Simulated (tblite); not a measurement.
# C6H8N2OSi: the cost of one run

Programs: tblite 0.8.0 and PySCF 2.14.0, with density-fitted response routines of our own. Each step states its level of theory. These are calculated values for one molecule, in the gas phase or a continuum, unless marked as measured. Atoms count from 0, in the outputs and in this text.

## 1. The starting structure

18 atoms, charge 0, multiplicity 1; geometry from: force field or distance geometry start.

Bonds of the start (Å): C0–C1 1.20, C1–C2 1.43, C2–C3 1.39, C3–N4 1.35, N4–Si5 1.79, Si5–O6 1.73, O6–C7 1.39, N4–C8 1.35, C8–N9 1.34, N9–C2 1.35, C0–H10 1.05, C3–H11 1.10, Si5–H12 1.49, Si5–H13 1.47, C7–H14 1.11, C7–H15 1.10, C7–H16 1.12, C8–H17 1.09.

## 2. Relaxing the molecule with GFN2-xTB

What the job is given:

```
{"job": {"kind": "relax", "xc": "GFN2-xTB", "basis": "xTB"}, "charge": 0, "multiplicity": 1}
C      4.776900     0.100700     1.270700
C      3.711100     0.041000     0.716900
C      2.444600    -0.071000     0.066900
C      1.269200    -0.546300     0.634000
N      0.302100    -0.483500    -0.304500
Si    -1.379800    -1.014500     0.010900
O     -2.320400     0.429200     0.098900
C     -3.635100     0.104500    -0.203200
C      0.824000     0.021600    -1.446200
N      2.114000     0.269400    -1.193500
H      5.706700     0.161400     1.753800
H      1.177200    -0.916500     1.661100
H     -1.456700    -1.767800     1.298600
H     -1.887900    -1.788500    -1.126200
H     -3.856700     0.246200    -1.281300
H     -4.299100     0.756300     0.382100
H     -3.761100    -0.985100     0.018300
H      0.262300     0.184400    -2.369100
```

Command:

```bash
$ OMP_NUM_THREADS=1 python probes_run.py task.json out
```

This one command runs all jobs of the session in turn.

Q: Estimate the wall time and peak memory of this first job on 1 thread of Intel Xeon at 2.70GHz, shared host.

About 2.8 s, with a peak of 0.18 GiB.
